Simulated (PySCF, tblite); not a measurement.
# C₅H₆F₂O: infrared bands and NMR shifts

Aim: predict the infrared bands and NMR shifts of C₅H₆F₂O (`C/C(F)=C(\C)C(=O)F`).

The runs use tblite 0.8.0 and PySCF 2.14.0, with density-fitted response routines of our own; the level of theory stands in each step. All values are computed, except where a source is named. Atoms are numbered from 0 throughout.

## Step 1: The starting structure

14 atoms, charge 0, multiplicity 1; geometry from: GFN2-xTB.

Bonds of the start (Å): C0–C1 1.49, C1–F2 1.34, C1–C3 1.34, C3–C4 1.50, C3–C5 1.46, C5–O6 1.19, C5–F7 1.36, C0–H8 1.09, C0–H9 1.09, C0–H10 1.09, C4–H11 1.09, C4–H12 1.09, C4–H13 1.09.

## Step 2: Harmonic vibrations with GFN2-xTB

What the job is given:

```
{"job": {"kind": "ir", "xc": "GFN2-xTB", "basis": "xTB"}, "charge": 0, "multiplicity": 1}
C     -1.837492     0.365707    -0.399871
C     -0.460874     0.871828    -0.156515
F     -0.360078     2.202635    -0.229291
C      0.601360     0.092926     0.112535
C      0.445645    -1.399114     0.176116
C      1.952122     0.590795     0.364494
O      2.926570    -0.045922     0.600463
F      2.054094     1.945737     0.315901
H     -2.168395    -0.250626     0.434736
H     -1.862740    -0.252425    -1.296674
H     -2.519849     1.202178    -0.523563
H      0.078675    -1.791222    -0.770751
H      1.409259    -1.850543     0.394101
H     -0.258976    -1.682426     0.956153
```

**Question.** This job is followed by: GIAO PBE0/pcSseg-1 NMR shielding, non-relativistic, gas phase. Predict these results of the whole session: strongest single infrared mode (GFN2-xTB); zero-point energy (GFN2-xTB); 13C shifts against TMS (PBE0/pcSseg-1); 1H shifts against TMS (PBE0/pcSseg-1, means over atoms taken as alike); 19F shifts against CFCl3 (PBE0/pcSseg-1); 17O shifts against H2O (PBE0/pcSseg-1).

The runs gave:

| quantity | value |
| --- | --- |
| strongest single infrared mode (GFN2-xTB) | 1806 cm⁻¹, 503 km/mol |
| zero-point energy (GFN2-xTB) | 62.7 kcal/mol |
| 13C shifts against TMS (PBE0/pcSseg-1) | 182.9, 164.7, 107.4, 21.4, 14.7 ppm |
| 1H shifts against TMS (PBE0/pcSseg-1, means over atoms taken as alike) | 2.25, 1.87 ppm |
| 19F shifts against CFCl3 (PBE0/pcSseg-1) | 30.0, -46.8 ppm |
| 17O shifts against H2O (PBE0/pcSseg-1) | 439.5 ppm |

In words: No mode is imaginary among the 36: a minimum at this level. The strongest single mode, at 1806 cm⁻¹, moves mainly C5 and O6. Unscaled tight-binding wavenumbers are off by several per cent, some by more. Its intensities can rank the bands wrongly. At PBE0/pcSseg-1: Shielding is most anisotropic at O6 (span 604 ppm, paramagnetic term -504 ppm).
